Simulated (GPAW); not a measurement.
# Ir in GPAW: notebook

Aim: see how the results for Ir move with the level of theory and the settings. Levels: vdW-DF-cx, BEEF-vdW, revPBE, WC. Tasks: single point.

Everything below comes from runs of GPAW 26.7.0. Logs are shortened: lines on timing, memory, paths and dates and some standing lists are left out, and cuts for length are marked. The log counts tension as positive stress, the text compression.

## Step 1: The cell of the first run

The cell holds a slab with vacuum, 5 atoms: a = 2.715 Å, b = 2.715 Å, c = 23.867 Å, α = 90.00°, β = 90.00°, γ = 120.00°.

The slab is cut from a database's or a generator's crystal, which needn't be the stable form of the element.

## Step 2: Single point, vdW-DF-cx (the (1 1 1) slab of Ir, cut from the database cell, not relaxed)

run.py reads:

```python
import numpy as np
from ase.dft.bandgap import bandgap
from ase.io import read, write
from gpaw import GPAW, PW

atoms = read('POSCAR')
atoms.pbc = (True, True, False)

calc = GPAW(mode=PW(450),
            xc={'name': 'vdW-DF-cx', 'backend': 'libvdwxc'},
            kpts={'size': (11, 11, 1), 'gamma': True},
            occupations={'name': 'fermi-dirac', 'width': 0.05},
            nbands=64,
            convergence={'density': 1e-05, 'energy': 1e-05},
            maxiter=150,
            poissonsolver={'dipolelayer': 'xy'},
            txt='gpaw.txt')
atoms.calc = calc
energy = atoms.get_potential_energy()
forces = atoms.get_forces()
calc.write('gs.gpw')
write('result.traj', atoms)
print(f'Energy: {energy:.6f} eV')
print('Forces (eV/A):')
print(forces.round(4))
print('Fermi level:', round(calc.get_fermi_level(), 4), 'eV')
print(f'Gap: {bandgap(calc)[0]:.4f} eV, direct: {bandgap(calc, direct=True)[0]:.4f} eV')

v = calc.get_electrostatic_potential().mean(axis=(0, 1))
z = np.arange(len(v)) * atoms.cell[2, 2] / len(v)
ef = calc.get_fermi_level()
np.savetxt('planar.dat', np.c_[z, v], fmt='%.4f')
below, above = np.interp([1.5, atoms.cell[2, 2] - 1.5], z, v) - ef
print(f'Work functions: bottom {below:.4f} eV, top {above:.4f} eV')
print('Dipole moment:', *calc.get_dipole_moment().round(5), 'e A')
```

POSCAR reads:

```
Ir
1.0
    2.7148657757      0.0000000000      0.0000000000
   -1.3574328878      2.3511427296      0.0000000000
    0.0000000000      0.0000000000     23.8667144941
Ir
5
Direct
    0.6666666667      0.3333333333      0.3142451803
    0.3333333333      0.6666666667      0.4071225902
    0.0000000000      0.0000000000      0.5000000000
    0.6666666667      0.3333333333      0.5928774098
    0.3333333333      0.6666666667      0.6857548197
```

Potentials or basis: GPAW PAW data sets (gpaw-data 1.2.1), pw.

Run with:

```
$ OMP_NUM_THREADS=1 python run.py
```

gpaw.txt:

```text
__  _  _
 | _ |_)|_||  |
 |__||  | ||/\| - 26.7.0

Input parameters:
  mode=PW(ecut=450.00000000000006),
  convergence={'density': 1e-05, 'energy': 1e-05},
  kpts=MonkhorstPack(size=(11, 11, 1), gamma=True),
  maxiter=150,
  nbands=64,
  occupations=Occupations(name='fermi-dirac', width=0.05),
  poissonsolver=PoissonSolver(dipolelayer='xy'),
  xc=XC(name='vdW-DF-cx', backend='libvdwxc')

Diagonalizing LCAO Hamiltonian
Converting LCAO to pw mode

        Ir

           Ir

       Ir

        Ir

           Ir

Atoms  # Å, Bohr magnetons
|   | symbol |         x |        y |         z |    initial magnetic moments |
|---|--------|-----------|----------|-----------|-----------------------------|
| 0 |     Ir |  1.357433 | 0.783714 |  7.500000 | ( 0.0000,  0.0000,  0.0000) |
| 1 |     Ir | -0.000000 | 1.567428 |  9.716679 | ( 0.0000,  0.0000,  0.0000) |
| 2 |     Ir |  0.000000 | 0.000000 | 11.933357 | ( 0.0000,  0.0000,  0.0000) |
| 3 |     Ir |  1.357433 | 0.783714 | 14.150036 | ( 0.0000,  0.0000,  0.0000) |
| 4 |     Ir | -0.000000 | 1.567428 | 16.366714 | ( 0.0000,  0.0000,  0.0000) |

Unit cell  # Å
| periodic |         x |        y |         z |   lengths |     angles |
|----------|-----------|----------|-----------|-----------|------------|
|      yes |  2.714866 | 0.000000 |  0.000000 |  2.714866 |  90.000000 |
|      yes | -1.357433 | 2.351143 |  0.000000 |  2.714866 |  90.000000 |
|       no |  0.000000 | 0.000000 | 23.866714 | 23.866714 | 120.000000 |

Number of symmetries: 12
Symmetry operations  # r_c * U_cc + t_c -> r_c
|    | kind |            matrix            |
|----|------|------------------------------|
|  0 |  σ   |  1, 1, 0,  0,-1, 0,  0, 0, 1 |
|  1 |  S6  |  1, 1, 0, -1, 0, 0,  0, 0,-1 |
|  2 |  E   |  1, 0, 0,  0, 1, 0,  0, 0, 1 |
|  3 |  C2  |  1, 0, 0, -1,-1, 0,  0, 0,-1 |
|  4 |  C2  |  0, 1, 0,  1, 0, 0,  0, 0,-1 |
|  5 |  C3  |  0, 1, 0, -1,-1, 0,  0, 0, 1 |
|  6 |  S6  |  0,-1, 0,  1, 1, 0,  0, 0,-1 |
|  7 |  σ   |  0,-1, 0, -1, 0, 0,  0, 0, 1 |
|  8 |  σ   | -1, 0, 0,  1, 1, 0,  0, 0, 1 |
|  9 |  i   | -1, 0, 0,  0,-1, 0,  0, 0,-1 |
| 10 |  C3  | -1,-1, 0,  1, 0, 0,  0, 0, 1 |
| 11 |  C2  | -1,-1, 0,  0, 1, 0,  0, 0,-1 |

BZ-sampling:
  Number of BZ points: 121
  Number of IBZ points: 16

  Monkhorst-Pack size: [11, 11, 1]
  Monkhorst-Pack shift: [0, 0, 0]

K-points  # in reciprocal-cell coordinates
|     |                                coordinates |     weight |
|-----|--------------------------------------------|------------|
|   0 | (  0.00000000,   0.00000000,   0.00000000) | 0.00826446 |
|   1 | (  0.09090909,   0.00000000,   0.00000000) | 0.04958678 |
|   2 | (  0.18181818,  -0.09090909,   0.00000000) | 0.04958678 |
|   3 | (  0.18181818,   0.00000000,   0.00000000) | 0.04958678 |
|   4 | (  0.27272727,  -0.09090909,   0.00000000) | 0.09917355 |
|   5 | (  0.27272727,   0.00000000,   0.00000000) | 0.04958678 |
|   6 | (  0.36363636,  -0.18181818,   0.00000000) | 0.04958678 |
|   7 | (  0.36363636,  -0.09090909,   0.00000000) | 0.09917355 |
|   8 | (  0.36363636,   0.00000000,   0.00000000) | 0.04958678 |
|   9 | (  0.36363636,   0.36363636,   0.00000000) | 0.04958678 |
| ... |                                            |            |
|  15 | (  0.45454545,   0.45454545,   0.00000000) | 0.04958678 |

Plane wave coefficients: 3347
Cutoff: 450.00000000000006 eV

Spin-components: 1 (collinear spins)
Bands:           64
Projectors:      30
Spin-degeneracy: 2
Datatype:        complex128

Parallelization:
  kpt:    1
  domain: 1
  band:   1

Density:
  Valence electrons: 75.0
  Components: 1
  Grid points: [ 14  14 120]
  Charge: 0.0  # |e|

Potential:
  Grid points: [ 14  14 120]

species:
  Ir:
    name:    Iridium
    Z:       77.0
    valence: 15
    core:    62
    charge:  0.0  # [|e|]
    compensation charges:
      type: gauss
      rc: 0.40  # [Å]
      lmax: 2
    cutoffs:
      filter: 2.40  # [Å]
      core: 2.36  # [Å]
    projectors
    | kind |    occ | energy [eV] | rcut [Å] |
    |------|--------|-------------|----------|
    |   6s |  2.000 |      -6.307 |    1.296 |
    |   5p |  6.000 |     -54.741 |    1.328 |
    |   6p |  0.000 |      -1.224 |    1.328 |
    |   5d |  7.000 |      -7.169 |    1.286 |
    |    s |        |      20.905 |    1.296 |
    |    d |        |      20.043 |    1.286 |

    Using partial waves for Ir as LCAO basis

Reference energy: -2422424.246678  # eV

eigensolver:
  PPCG
  Converge bands: occupied
  niter=2

density mixing:
  MSR1-Mixer
  Pratt-step length: 0.05
  Maximum mixing coefficient: 0.75
  Old densities: 10
  SVD Regularization: 0.005
  Good broyden scale: 1.0
  Trust region scale: 1.0
  Backstep threshold: 4.0
  History deletion threshold: 6.0
  Fourier metric: weight=20.0, sigma=0.015

occupation numbers:
  Fermi-Dirac:
    width: 0.0500  # eV

<gpaw.new.pw.poisson.DipoleLayerPWPoissonSolver object>
xc functional:
  name: vdW-DF-cx with libvdwxc
  Mode: serial
  Semilocal: GGA_X_LV_RPW86+LDA_C_PW with 2 nearest neighbor stencil
  Local blocksize: 28 x 28 x 240
  PAW datasets: PBE

convergence criteria:
- Maximum integral of absolute [dens]ity change: 1e-05 electrons / valence electron
- Maximum [total energy] change in last 3 cyles: 1e-05 eV / valence electron
- Maximum integral of absolute [eigenst]ate change: 4e-08 eV^2 / valence electron
maximum number of iterations: 150

SCF iterations
|iter     | |      energy | eigst |  dens |
|---------|-|-------------|-------|-------|
|iter:   1| |  469.380914 | +0.20 |       |
|iter:   2| |  469.326563 | -1.63 | -1.49 |
|iter:   3| |  468.844144 | -2.04 | -1.53 |
|iter:   4| |  469.490295 | -2.04 | -1.38 |
|iter:   5| |  469.540221 | -2.77 | -1.74 |
|iter:   6| |  469.434434 | -2.60 | -2.02 |
|iter:   7| |  469.502572 | -2.85 | -1.87 |
|iter:   8| |  469.497981 | -3.15 | -2.34 |
|iter:   9| |  469.498970 | -4.34 | -2.78 |
|iter:  10| |  469.498964 | -4.93 | -3.30 |
|iter:  11| |  469.498958c| -5.65 | -3.84 |
|iter:  12| |  469.498955c| -6.49 | -4.39 |
|iter:  13| |  469.498954c| -7.02 | -5.01c|
|iter:  14| |  469.498954c| -7.49c| -5.32c|

Converged in 14 steps
Energy contributions relative to reference atoms: (reference = -2422424.246678)

Energy contributions:
  Kinetic:          39.907463
  Coulomb:         -37.321686
  Zero:             -1.458098
  External:          0.000000
  Xc:              468.399997
  Entropy:          -0.057444
  Spinorbit:         0.000000
  ----------------------------
  Free energy:     469.470232
  Extrapolated:    469.498954

dipole moment: (-4.917925, -8.518095, 0.000034)  # |e|*Ang

Fermi level: 3.786
Eigenvalues  # (at kpt = [0.000, 0.000, 0.000])
| band index |      eig [eV] | occ [0-2] |
|------------|---------------|-----------|
|          0 |       -46.361 |     2.000 |
|        ... |               |           |
|         33 |         1.235 |     2.000 |
|         34 |         2.600 |     2.000 |
|         35 |         2.600 |     2.000 |
|         36 |         2.782 |     2.000 |
|         37 |         2.782 |     2.000 |
|         38 |         3.339 |     2.000 |
[... 8 lines left out ...]
|         47 |         8.621 |     0.000 |
|         48 |         9.476 |     0.000 |
|        ... |               |           |
|         63 |        24.176 |     0.000 |

No gap
No difference between direct/indirect transitions
vacuum-level: 9.458  # V
Workfunctions: 5.672, 5.672 eV (top, bottom)

Forces  # eV/Ang
|        x |        y |        z |
|----------|----------|----------|
|  0.00000 | -0.00000 |  0.12523 |  # Ir   0
|  0.00000 |  0.00000 | -0.28265 |  # Ir   1
|  0.00000 |  0.00000 |  0.00000 |  # Ir   2
| -0.00000 | -0.00000 |  0.28265 |  # Ir   3
| -0.00000 |  0.00000 | -0.12523 |  # Ir   4

# Writing to gs.gpw (mode='')
```

It took 93 s on 1 thread of Arm Neoverse V1, shared host; peak memory 0.27 GiB.

Results:

```yaml
Free_energy: 469.4702 eV
Largest_force: 0.283 eV/Å
Band_gap_on_the_k_mesh: none (metal or under the smearing width)
Dipole_across_the_slab: 0.00 e·Å
Work_function_of_the_upper_face: 5.67 eV
Work_function_of_the_lower_face: 5.67 eV
```

Forces in eV/Å, atoms in the order of the input:
```
Ir   0.000  0.000  0.125
Ir   0.000  0.000 -0.283
Ir   0.000  0.000  0.000
Ir   0.000  0.000  0.283
Ir   0.000  0.000 -0.125
```

Caveat: the PAW data sets were made with another functional, which shifts forces and pressure a little. Spin-orbit coupling is left out, which matters for the levels of Ir.

## Step 3: Single point, BEEF-vdW (the (1 1 1) slab of Ir, cut from the database cell, not relaxed)

run.py, as its differences from that of step 2:

```diff
@@ -9,3 +9,3 @@
 calc = GPAW(mode=PW(450),
-            xc={'name': 'vdW-DF-cx', 'backend': 'libvdwxc'},
+            xc={'name': 'BEEF-vdW', 'backend': 'libvdwxc'},
             kpts={'size': (11, 11, 1), 'gamma': True},
```

POSCAR is that of step 2.

Potentials or basis: GPAW PAW data sets (gpaw-data 1.2.1), pw.

Run with:

```
$ OMP_NUM_THREADS=1 python run.py
```

Wall time 91 s (1 thread of Arm Neoverse V1, shared host); peak memory 0.27 GiB.

The run converged. Its results:

```
Free energy                     : -1627.7618 eV
Largest force                   : 0.272 eV/Å
Band gap on the k mesh          : none (metal or under the smearing width)
Dipole across the slab          : 0.00 e·Å
Work function of the upper face : 5.68 eV
Work function of the lower face : 5.68 eV
```

Forces on the atoms (eV/Å):
```
Ir   0.000  0.000 -0.247
Ir   0.000  0.000 -0.272
Ir   0.000  0.000  0.000
Ir   0.000  0.000  0.272
Ir   0.000  0.000  0.247
```

Levels at points of the mesh, in eV from the Fermi level:
| k point | band 35 | band 36 | band 37 | band 38 | band 39 | band 40 |
| --- | --- | --- | --- | --- | --- | --- |
| (0.00, 0.00, 0.00) | -1.19 | -1.19 | -1.01 | -1.01 | -0.46 | -0.46 |

Caveat: the PAW data sets were made with another functional, which shifts forces and pressure a little. Spin-orbit coupling is left out, which matters for the levels of Ir.

## Step 4: Single point, revPBE (the (1 1 1) slab of Ir, cut from the database cell, not relaxed)

run.py, as its differences from that of step 3:

```diff
@@ -9,3 +9,3 @@
 calc = GPAW(mode=PW(450),
-            xc={'name': 'BEEF-vdW', 'backend': 'libvdwxc'},
+            xc='revPBE',
             kpts={'size': (11, 11, 1), 'gamma': True},
```

POSCAR is that of step 3.

Potentials or basis: the program's PAW data sets (release 1.2.1) made for this functional, pw.

Run with:

```
$ OMP_NUM_THREADS=1 python run.py
```

Run time: 90 s. Hardware: 1 thread of Arm Neoverse V1, shared host; peak memory 0.23 GiB.

Results (log left out):

```yaml
Free_energy: -42.6129 eV
Largest_force: 0.283 eV/Å
Band_gap_on_the_k_mesh: none (metal or under the smearing width)
Dipole_across_the_slab: 0.00 e·Å
Work_function_of_the_upper_face: 5.37 eV
Work_function_of_the_lower_face: 5.37 eV
```

Forces on the atoms (eV/Å):
```
Ir   0.000  0.000 -0.059
Ir   0.000  0.000 -0.283
Ir   0.000  0.000  0.000
Ir   0.000  0.000  0.283
Ir   0.000  0.000  0.059
```

Levels at points of the mesh, in eV from the Fermi level:
| k point | band 34 | band 35 | band 36 | band 37 | band 38 | band 39 | band 40 | band 41 |
| --- | --- | --- | --- | --- | --- | --- | --- | --- |
| (0.00, 0.00, 0.00) | -2.59 | -1.19 | -1.19 | -1.01 | -1.01 | -0.45 | -0.45 | -0.43 |

## Step 5: Single point, WC (the (1 1 1) slab of Ir, cut from the database cell, not relaxed)

run.py, as its differences from that of step 4:

```diff
@@ -3,3 +3,5 @@
 from ase.io import read, write
-from gpaw import GPAW, PW
+from gpaw import GPAW, PW, setup_paths
+
+setup_paths.insert(0, '.')
 
@@ -9,3 +11,3 @@
 calc = GPAW(mode=PW(450),
-            xc='revPBE',
+            xc='WC',
             kpts={'size': (11, 11, 1), 'gamma': True},
```

POSCAR is that of step 4.

Potentials or basis: PAW data sets generated in the run's folder for this functional, pw.

Run with:

```
$ gpaw-setup -f WC Ir
$ OMP_NUM_THREADS=1 python run.py
```

gpaw.txt:

```text
__  _  _
 | _ |_)|_||  |
 |__||  | ||/\| - 26.7.0

Input parameters:
  mode=PW(ecut=450.00000000000006),
  convergence={'density': 1e-05, 'energy': 1e-05},
  kpts=MonkhorstPack(size=(11, 11, 1), gamma=True),
  maxiter=150,
  nbands=64,
  occupations=Occupations(name='fermi-dirac', width=0.05),
  poissonsolver=PoissonSolver(dipolelayer='xy'),
  xc=XC(name='WC')

Diagonalizing LCAO Hamiltonian
Converting LCAO to pw mode

        Ir

           Ir

       Ir

        Ir

           Ir

Atoms  # Å, Bohr magnetons
|   | symbol |         x |        y |         z |    initial magnetic moments |
|---|--------|-----------|----------|-----------|-----------------------------|
| 0 |     Ir |  1.357433 | 0.783714 |  7.500000 | ( 0.0000,  0.0000,  0.0000) |
| 1 |     Ir | -0.000000 | 1.567428 |  9.716679 | ( 0.0000,  0.0000,  0.0000) |
| 2 |     Ir |  0.000000 | 0.000000 | 11.933357 | ( 0.0000,  0.0000,  0.0000) |
| 3 |     Ir |  1.357433 | 0.783714 | 14.150036 | ( 0.0000,  0.0000,  0.0000) |
| 4 |     Ir | -0.000000 | 1.567428 | 16.366714 | ( 0.0000,  0.0000,  0.0000) |

Unit cell  # Å
| periodic |         x |        y |         z |   lengths |     angles |
|----------|-----------|----------|-----------|-----------|------------|
|      yes |  2.714866 | 0.000000 |  0.000000 |  2.714866 |  90.000000 |
|      yes | -1.357433 | 2.351143 |  0.000000 |  2.714866 |  90.000000 |
|       no |  0.000000 | 0.000000 | 23.866714 | 23.866714 | 120.000000 |

Number of symmetries: 12
[... 116 lines left out ...]
- Maximum integral of absolute [dens]ity change: 1e-05 electrons / valence electron
- Maximum [total energy] change in last 3 cyles: 1e-05 eV / valence electron
- Maximum integral of absolute [eigenst]ate change: 4e-08 eV^2 / valence electron
maximum number of iterations: 150

SCF iterations
|iter     | |      energy | eigst |  dens |
|---------|-|-------------|-------|-------|
|iter:   1| |  -49.080703 | +0.21 |       |
|iter:   2| |  -49.110102 | -1.59 | -1.44 |
|iter:   3| |  -49.678612 | -1.98 | -1.48 |
|iter:   4| |  -48.795190 | -2.02 | -1.33 |
|iter:   5| |  -48.735716 | -2.87 | -1.75 |
|iter:   6| |  -48.784010 | -2.91 | -2.02 |
|iter:   7| |  -48.772157 | -3.05 | -1.98 |
|iter:   8| |  -48.774853 | -3.22 | -2.33 |
|iter:   9| |  -48.773617 | -4.41 | -2.77 |
|iter:  10| |  -48.773649 | -4.86 | -3.24 |
|iter:  11| |  -48.773658c| -5.69 | -3.84 |
|iter:  12| |  -48.773664c| -6.33 | -4.32 |
|iter:  13| |  -48.773665c| -7.00 | -4.91 |
|iter:  14| |  -48.773665c| -7.60c| -5.29c|

Converged in 14 steps
Energy contributions relative to reference atoms: (reference = -2422260.520724)

Energy contributions:
  Kinetic:           2.561706
  Coulomb:          -3.220761
  Zero:             -1.326585
  External:          0.000000
  Xc:              -46.759340
  Entropy:          -0.057371
  Spinorbit:         0.000000
  ----------------------------
  Free energy:     -48.802350
  Extrapolated:    -48.773665

dipole moment: (-4.939852, -8.556074, 0.000034)  # |e|*Ang

Fermi level: 3.796
Eigenvalues  # (at kpt = [0.000, 0.000, 0.000])
| band index |      eig [eV] | occ [0-2] |
|------------|---------------|-----------|
|          0 |       -46.315 |     2.000 |
|        ... |               |           |
|         33 |         1.186 |     2.000 |
|         34 |         2.616 |     2.000 |
|         35 |         2.616 |     2.000 |
|         36 |         2.797 |     2.000 |
|         37 |         2.797 |     2.000 |
|         38 |         3.332 |     2.000 |
[... 8 lines left out ...]
|         47 |         9.456 |     0.000 |
|         48 |        10.474 |     0.000 |
|        ... |               |           |
|         63 |        24.036 |     0.000 |

No gap
No difference between direct/indirect transitions
vacuum-level: 9.422  # V
Workfunctions: 5.626, 5.626 eV (top, bottom)

Forces  # eV/Ang
|        x |        y |        z |
|----------|----------|----------|
| -0.00000 |  0.00000 |  0.43834 |  # Ir   0
|  0.00000 |  0.00000 | -0.28811 |  # Ir   1
| -0.00000 |  0.00000 |  0.00000 |  # Ir   2
|  0.00000 | -0.00000 |  0.28811 |  # Ir   3
|  0.00000 |  0.00000 | -0.43834 |  # Ir   4

# Writing to gs.gpw (mode='')
```

stdout:

```text
Energy: -48.773665 eV
Forces (eV/A):
[[-0.      0.      0.4383]
 [ 0.      0.     -0.2881]
 [-0.      0.      0.    ]
 [ 0.     -0.      0.2881]
 [ 0.      0.     -0.4383]]
Fermi level: 3.7959 eV
Gap: 0.0000 eV, direct: 0.0000 eV
Work functions: bottom 5.6261 eV, top 5.6261 eV
Dipole moment: -4.93985 -8.55607 3e-05 e A
```

planar.dat:

```text
0.0000 9.4221
0.0994 9.4221
0.1989 9.4221
0.2983 9.4221
0.3978 9.4221
0.4972 9.4221
[... 232 lines left out ...]
23.6678 9.4221
23.7673 9.4221
```

It took 93 s on 1 thread of Arm Neoverse V1, shared host; peak memory 0.23 GiB.

Results:

| Item | Value |
| --- | --- |
| Free energy | -48.8024 eV |
| Largest force | 0.438 eV/Å |
| Band gap on the k mesh | none (metal or under the smearing width) |
| Dipole across the slab | 0.00 e·Å |
| Work function of the upper face | 5.63 eV |
| Work function of the lower face | 5.63 eV |

Forces in eV/Å, atoms in the order of the input:
```
Ir   0.000  0.000  0.438
Ir   0.000  0.000 -0.288
Ir   0.000  0.000  0.000
Ir   0.000  0.000  0.288
Ir   0.000  0.000 -0.438
```

Spin-orbit coupling is left out, which matters for the levels of Ir.

## Step 6: Summary

| level | potentials or basis | gap on the mesh (eV) | largest force (eV/Å) | work function (eV) |
| --- | --- | --- | --- | --- |
| vdW-DF-cx | GPAW PAW data sets (gpaw-data 1.2.1), pw | none | 0.28 | 5.67 |
| BEEF-vdW | GPAW PAW data sets (gpaw-data 1.2.1), pw | none | 0.27 | 5.68 |
| revPBE | the program's PAW data sets (release 1.2.1) made for this functional, pw | none | 0.28 | 5.37 |
| WC | PAW data sets generated in the run's folder for this functional, pw | none | 0.44 | 5.63 |

Alike in all rows: task single point; no spin polarisation; cell the (1 1 1) slab of Ir, cut from the database cell, not relaxed; k mesh 11 × 11 × 1; cutoff (eV) 450; smearing fermi-dirac 0.05 eV.

Caveats: the PAW data sets were made with another functional, which shifts forces and pressure a little (some runs).

Total energies depend on the potentials used, so only differences within one code and one set of settings carry meaning.
